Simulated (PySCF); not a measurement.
# InMe2Cl: geometry, NMR shifts and electronic excitations

Aim: predict the NMR shifts and electronic excitations of InMe2Cl (`[CH3][In]([CH3])[Cl]`).

Programs: PySCF 2.14.0, with density-fitted response routines of our own. Each step states its level of theory. These are calculated values for one molecule in the gas phase, unless marked as measured. Atoms count from 0, in the outputs and in this text.

## 1. The starting structure

10 atoms, charge 0, multiplicity 1; geometry from: GFN2-xTB.

Bonds of the start (Å): In0–C1 2.24, In0–C5 2.24, In0–Cl9 2.32, C1–H2 1.09, C1–H3 1.09, C1–H4 1.09, C5–H6 1.09, C5–H7 1.09, C5–H8 1.09.

## 2. Relaxing the molecule at PBE0-D3(BJ)/def2-SVP

Job settings and geometry (Å):

```
{"job": {"xc": "PBE0", "basis": "def2-SVP", "d3": "d3bj", "grid": 1, "maxiter": 40, "kind": "geom"}, "charge": 0, "multiplicity": 1}
In    -0.260550    -0.441750    -0.000800
C      1.955970    -0.773480    -0.004300
H      2.386760    -0.385690     0.916490
H      2.406620    -0.269880    -0.856740
H      2.122580    -1.846440    -0.071230
C     -1.626830     1.333640     0.005070
H     -1.503870     1.893490    -0.919700
H     -1.399570     1.976100     0.852960
H     -2.645080     0.958080     0.080720
Cl    -1.436040    -2.444080    -0.002450
```

Output:

```text
step   0  E = -729.74730812  max force = 0.025130
step   1  E = -729.75145901  max force = 0.002874
step   2  E = -729.75188287  max force = 0.002538
step   3  E = -729.75194063  max force = 0.000825
step   4  E = -729.75195025  max force = 0.000304
optimisation converged
```

Wall time 16 s (1 thread, shared host).

Along the way:

```
step  energy from step 0 (eV)  largest force component (eV/Å)
   0                   0.0000                          1.2922
   1                  -0.1130                          0.1478
   2                  -0.1245                          0.1305
   3                  -0.1261                          0.0424
   4                  -0.1263                          0.0156
```

Close pairs (by a distance rule), those that changed most:

```
   bond  before (Å)  after (Å)  change (Å)
 In0–C1       2.241      2.148      -0.093
 In0–C5       2.240      2.149      -0.091
In0–Cl9       2.322      2.388      +0.066
  C5–H6       1.088      1.100      +0.012
  C5–H7       1.088      1.100      +0.012
  C1–H2       1.088      1.100      +0.012
  C1–H3       1.088      1.100      +0.012
  C1–H4       1.088      1.098      +0.010
```

The end geometry stands in the next job.

```
                         at the end point                value
rotational constants (GHz, main isotopes)  3.833, 2.435, 1.518
                        dipole moment (D)                 3.63
```

## 3. Nuclear shieldings: PBE0/def2-TZVP+pcSseg-1

Job settings and geometry (Å):

```
{"job": {"kind": "nmr", "xc": "PBE0", "basis": {"default": "pcSseg-1", "In": "def2-TZVP"}}, "charge": 0, "multiplicity": 1}
In    -0.247081    -0.426577    -0.000588
C      1.881192    -0.719776    -0.003254
H      2.314081    -0.313924     0.923130
H      2.334438    -0.194969    -0.857051
H      2.103903    -1.792638    -0.070380
C     -1.572389     1.265479     0.005121
H     -1.444093     1.839256    -0.924914
H     -1.337610     1.925575     0.853183
H     -2.613049     0.924554     0.081567
Cl    -1.419400    -2.506990    -0.006793
```

With the program's defaults for keys left out, this is: GIAO PBE0/pcSseg-1 In:def2-TZVP NMR shielding, scalar relativity only through core potentials, gas phase.

Output:

```text
coarse grid: 39600 points
cycle   1  E = -729.0351703102  dE = -3.194e+01  |g| = 2.053e+00  |ddm| = 4.524e+01
cycle   2  E = -728.3382740763  dE =  6.969e-01  |g| = 3.182e+00  |ddm| = 7.872e+00
cycle   3  E = -729.9252613048  dE = -1.587e+00  |g| = 1.504e-01  |ddm| = 3.151e+00
cycle   4  E = -729.9296029348  dE = -4.342e-03  |g| = 9.092e-02  |ddm| = 2.875e-01
cycle   5  E = -729.9314984823  dE = -1.896e-03  |g| = 1.840e-02  |ddm| = 8.776e-02
cycle   6  E = -729.9315921005  dE = -9.362e-05  |g| = 3.514e-03  |ddm| = 2.893e-02
cycle   7  E = -729.9315948712  dE = -2.771e-06  |g| = 1.139e-03  |ddm| = 4.193e-03
final grid: 80440 points
cycle   8  E = -729.9316512657  dE =  1.311e-08  |g| = 1.240e-03  |ddm| = 2.853e-03
cycle   9  E = -729.9316511240  dE =  1.418e-07  |g| = 1.469e-03  |ddm| = 3.317e-03
cycle  10  E = -729.9316516391  dE = -5.152e-07  |g| = 8.707e-05  |ddm| = 1.823e-03
cycle  11  E = -729.9316516406  dE = -1.462e-09  |g| = 1.297e-05  |ddm| = 9.431e-05
cycle  12  E = -729.9316516406  dE = -4.434e-11  |g| = 3.851e-06  |ddm| = 1.539e-05
converged SCF energy = -729.9316516406

GIAO shielding tensors (ppm)
atom      isotropic    diamagn.    paramagn.     s11        s22        s33       span
  0 In         nan         nan         nan        nan        nan        nan        nan
  1 C      183.952     251.177     -67.225    171.126    183.449    197.282     26.157
  2 H       30.960      29.387       1.573     25.635     27.740     39.505     13.870
  3 H       30.924      29.499       1.425     25.510     27.804     39.458     13.948
  4 H       30.577      28.408       2.169     24.439     28.912     38.380     13.942
  5 C      184.096     251.161     -67.065    170.904    183.999    197.385     26.481
  6 H       30.961      29.377       1.584     25.635     27.745     39.503     13.868
  7 H       30.917      29.509       1.408     25.488     27.822     39.441     13.954
  8 H       30.575      28.384       2.191     24.456     28.822     38.447     13.991
  9 Cl     861.248    1149.273    -288.025    605.277    970.970   1007.496    402.219
```

Wall time 7.9 s (1 thread, shared host).

The references, computed at this level on geometries of the same kind, shield at (ppm): 1H TMS 31.27, 13C TMS 184.4, 35Cl HCl 943. Their shielding less the atom's gives the shift. The references are single molecules in the gas phase. Atoms listed in one row are averaged.

```
                 atoms                        environment  σ (ppm)  δ (ppm)
                C1, C5           carbon bonded to In, 3 H    184.0      0.4
H2, H3, H4, H6, H7, H8  hydrogen on a carbon bonded to In    30.82     0.45
                   Cl9              chlorine bonded to In      861       82
```

Atoms past Kr carry core potentials, so their printed shieldings have no meaning and are left out of the table.

The run also stored atomic charges by several schemes (e):

```
 atoms  Mulliken  ESP fit
   In0      0.62     0.92
C1, C5     -0.57    -0.80
   Cl9     -0.41    -0.44
```

Mayer bond orders: In0–C1 1.00, In0–C5 1.00, In0–Cl9 0.93.

With diffuse functions Mulliken charges and Mayer bond orders lose their meaning; the other schemes are steadier.

## 4. Excited states and response: PBE0/def2-SVPD

Same as in step 3 but for these lines:

```diff
@@ -1,2 +1,2 @@
-{"job": {"kind": "nmr", "xc": "PBE0", "basis": {"default": "pcSseg-1", "In": "def2-TZVP"}}, "charge": 0, "multiplicity": 1}
+{"job": {"kind": "uv", "xc": "PBE0", "basis": "def2-SVPD", "ip": true, "nstates": 10}, "charge": 0, "multiplicity": 1}
 In    -0.247081    -0.426577    -0.000588
```

Method: TDDFT PBE0/def2-SVPD, vertical, gas phase, core orbitals frozen in the response.

Output:

```text
coarse grid: 39600 points
cycle   1  E = -728.6891651170  dE = -2.064e+01  |g| = 2.114e+00  |ddm| = 1.432e+01
cycle   2  E = -727.9062031488  dE =  7.830e-01  |g| = 3.183e+00  |ddm| = 1.185e+01
cycle   3  E = -729.7537708399  dE = -1.848e+00  |g| = 1.167e-01  |ddm| = 7.665e+00
cycle   4  E = -729.7570075097  dE = -3.237e-03  |g| = 7.406e-02  |ddm| = 3.790e-01
cycle   5  E = -729.7586444288  dE = -1.637e-03  |g| = 1.690e-02  |ddm| = 1.177e-01
cycle   6  E = -729.7587275333  dE = -8.310e-05  |g| = 4.200e-03  |ddm| = 3.031e-02
cycle   7  E = -729.7587323917  dE = -4.858e-06  |g| = 9.866e-04  |ddm| = 6.103e-03
final grid: 80440 points
cycle   8  E = -729.7588136557  dE = -4.061e-08  |g| = 9.986e-04  |ddm| = 4.390e-03
cycle   9  E = -729.7588135851  dE =  7.068e-08  |g| = 1.121e-03  |ddm| = 2.521e-03
cycle  10  E = -729.7588139341  dE = -3.491e-07  |g| = 8.843e-05  |ddm| = 1.418e-03
cycle  11  E = -729.7588139361  dE = -1.962e-09  |g| = 1.311e-05  |ddm| = 1.469e-04
cycle  12  E = -729.7588139362  dE = -4.684e-11  |g| = 2.776e-06  |ddm| = 2.086e-05
converged SCF energy = -729.7588139362

Static polarisability (au): isotropic 77.385, principal 57.758 84.019 90.378

Singlet excitations
state   eV       nm        f      main configurations
  1   5.0289    246.5   0.00000   H->L 0.99
  2   5.9435    208.6   0.19682   H->L+1 0.90
  3   6.0097    206.3   0.00004   H-2->L 0.96
  4   6.0447    205.1   0.01257   H-1->L 0.92
  5   6.0602    204.6   0.00491   H-3->L 0.95
  6   6.3592    195.0   0.03305   H-1->L+1 0.93
  7   6.6654    186.0   0.09975   H-2->L+1 0.61, H->L+2 0.27
  8   6.9446    178.5   0.21238   H-3->L+1 0.85
  9   6.9866    177.5   0.01874   H->L+2 0.68, H-2->L+1 0.22
 10   7.7353    160.3   0.00077   H-1->L+2 0.92

Triplet excitations (Tamm-Dancoff, eV): 4.8271 5.0350 5.5717 5.7230
Vertical ionisation energy (delta-SCF) = 9.5308 eV
Vertical electron affinity (delta-SCF) = -0.2426 eV
```

Wall time 47 s (1 thread, shared host).

Frontier orbitals and where they lie:

```
orbital     eV                        atoms
 HOMO−3  -8.63  Cl9 53 %, In0 17 %, C5 15 %
 HOMO−2  -8.61  Cl9 57 %, C1 15 %, In0 12 %
 HOMO−1  -8.37            Cl9 93 %, In0 7 %
   HOMO  -7.66   Cl9 38 %, C1 19 %, C5 18 %
   LUMO  -1.26   In0 62 %, Cl9 12 %, C5 9 %
 LUMO+1  -0.84   In0 52 %, C5 12 %, C1 12 %
 LUMO+2   0.41   In0 49 %, Cl9 17 %, C5 9 %
```

With each of the 10 states as a Gaussian band of 0.4 eV half-width at 1/e, the curve within the window shown has maxima at 206 nm (ε 9,400), 181 nm (ε 12,000) L/(mol cm). Beyond the last state computed it falls off for lack of states. The curve at chosen wavelengths:

```
 nm  ε (L/mol/cm)
154            24
159           153
164          1059
169          4166
174          9081
179         12247
184         11629
189          9205
194          7794
199          8223
204          9234
209          9145
214          7484
219          5048
224          2853
229          1378
234           581
239           217
244            73
249            23
254             7
259             2
264             0
269             0
274             0
279             0
```

Further results of this job:

```
           property  computed
  dipole moment (D)      3.91
polarisability (Å³)     11.47
 HOMO–LUMO gap (eV)      6.40
      −ε(HOMO) (eV)      7.66
```

## 5. NMR shieldings: KT2/def2-TZVP+pcSseg-1

Same as in step 4 but for these lines:

```diff
@@ -1,2 +1,2 @@
-{"job": {"kind": "uv", "xc": "PBE0", "basis": "def2-SVPD", "ip": true, "nstates": 10}, "charge": 0, "multiplicity": 1}
+{"job": {"kind": "nmr", "xc": "KT2", "basis": {"default": "pcSseg-1", "In": "def2-TZVP"}, "pop": false}, "charge": 0, "multiplicity": 1}
 In    -0.247081    -0.426577    -0.000588
```

With the program's defaults for keys left out, this is: GIAO KT2/pcSseg-1 In:def2-TZVP NMR shielding, scalar relativity only through core potentials, gas phase.

Output:

```text
coarse grid: 39600 points
cycle   1  E = -734.9033564961  dE = -3.146e+01  |g| = 2.315e+00  |ddm| = 4.389e+01
cycle   2  E = -712.6112003028  dE =  2.229e+01  |g| = 8.933e+00  |ddm| = 1.485e+01
cycle   3  E = -736.0400968118  dE = -2.343e+01  |g| = 4.868e-01  |ddm| = 1.214e+01
cycle   4  E = -735.9823753916  dE =  5.772e-02  |g| = 6.531e-01  |ddm| = 1.213e+00
cycle   5  E = -736.1083690830  dE = -1.260e-01  |g| = 7.605e-02  |ddm| = 8.051e-01
cycle   6  E = -736.1096277380  dE = -1.259e-03  |g| = 3.272e-02  |ddm| = 1.217e-01
cycle   7  E = -736.1098817725  dE = -2.540e-04  |g| = 7.799e-03  |ddm| = 4.210e-02
cycle   8  E = -736.1098961318  dE = -1.436e-05  |g| = 2.338e-03  |ddm| = 1.139e-02
cycle   9  E = -736.1098978709  dE = -1.739e-06  |g| = 6.383e-04  |ddm| = 4.255e-03
final grid: 80440 points
cycle  10  E = -736.1099911104  dE =  1.602e-08  |g| = 8.996e-04  |ddm| = 2.166e-03
cycle  11  E = -736.1099907648  dE =  3.456e-07  |g| = 1.439e-03  |ddm| = 2.900e-03
cycle  12  E = -736.1099913067  dE = -5.419e-07  |g| = 1.725e-04  |ddm| = 1.941e-03
cycle  13  E = -736.1099913138  dE = -7.120e-09  |g| = 3.798e-05  |ddm| = 2.115e-04
cycle  14  E = -736.1099913142  dE = -4.097e-10  |g| = 6.217e-06  |ddm| = 5.180e-05
converged SCF energy = -736.1099913142

GIAO shielding tensors (ppm)
atom      isotropic    diamagn.    paramagn.     s11        s22        s33       span
  0 In         nan         nan         nan        nan        nan        nan        nan
  1 C      178.987     252.634     -73.647    163.785    176.941    196.234     32.449
  2 H       30.761      29.706       1.054     25.694     27.675     38.914     13.220
  3 H       30.717      29.833       0.885     25.554     27.735     38.864     13.311
  4 H       30.385      28.450       1.935     24.584     28.792     37.779     13.195
  5 C      179.134     252.618     -73.484    163.552    177.518    196.333     32.781
  6 H       30.764      29.695       1.069     25.699     27.681     38.912     13.214
  7 H       30.711      29.844       0.867     25.533     27.753     38.846     13.312
  8 H       30.382      28.426       1.956     24.596     28.703     37.847     13.251
  9 Cl     796.589    1151.335    -354.746    504.558    930.233    954.977    450.419
```

Wall time 11 s (1 thread, shared host).

Key values: δ C1 4.2, Cl9 146, H2 0.56 ppm (means over like atoms).

## 6. Run by run: NMR shifts

Shifts (ppm), means over like atoms, with basis size and wall time:

```
                    run   C1    H2  Cl9  functions   time
PBE0/def2-TZVP+pcSseg-1  0.4  0.45   82        138  7.9 s
 KT2/def2-TZVP+pcSseg-1  4.2  0.56  146        138   11 s
```

## 7. Summary of results

| quantity | value |
| --- | --- |
| rotational constants (main isotopes) | 3.83, 2.43, 1.52 GHz |
| 13C shifts against TMS (PBE0/def2-TZVP+pcSseg-1, means over atoms taken as alike) | 0.4 ppm |
| 1H shifts against TMS (PBE0/def2-TZVP+pcSseg-1, means over atoms taken as alike) | 0.45 ppm |
| 35Cl shifts against HCl (PBE0/def2-TZVP+pcSseg-1) | 82 ppm |
| lowest singlet (PBE0/def2-SVPD) | 5.03 eV (247 nm), f = 0.000 |
| brightest single state of those computed | state 8, 6.94 eV, f = 0.212 |
| lowest triplet | 4.83 eV |
| vertical ionisation energy (ΔSCF) | 9.53 eV |
| vertical electron affinity (ΔSCF) | -0.24 eV (unbound: the value hangs on the basis) |
| range of the shift of Cl9 | 82 to 146 ppm |

What this shows: The optimisation took 4 steps and gained 0.126 eV; among the close pairs (by a distance rule), In0–C1 changed most, from 2.241 to 2.148 Å. No frequency check was run at this level, so the end point may be a saddle. At PBE0/def2-TZVP+pcSseg-1: The largest span, 402 ppm, is at Cl9, where the paramagnetic term is -288 ppm. The lowest singlet, at 5.03 eV, is HOMO→LUMO 0.99 and is dark; of the 10 states computed, the strongest absorption comes from state 8 at 6.94 eV. The lowest triplet lies 0.20 eV below the lowest singlet (triplets in Tamm-Dancoff, singlets in full TDDFT). Spin-orbit coupling, left out, mixes singlets and triplets in elements this heavy. The orbital energy would give 7.66 eV for ionisation, ΔSCF gives 9.53 eV. In ppm, Cl9 moves most: its shift spreads over 64 ppm, from 82 (PBE0/def2-TZVP+pcSseg-1) to 146 (KT2/def2-TZVP+pcSseg-1). Spin-orbit coupling is left out, which matters for shieldings and couplings at and beside the heavy atoms.
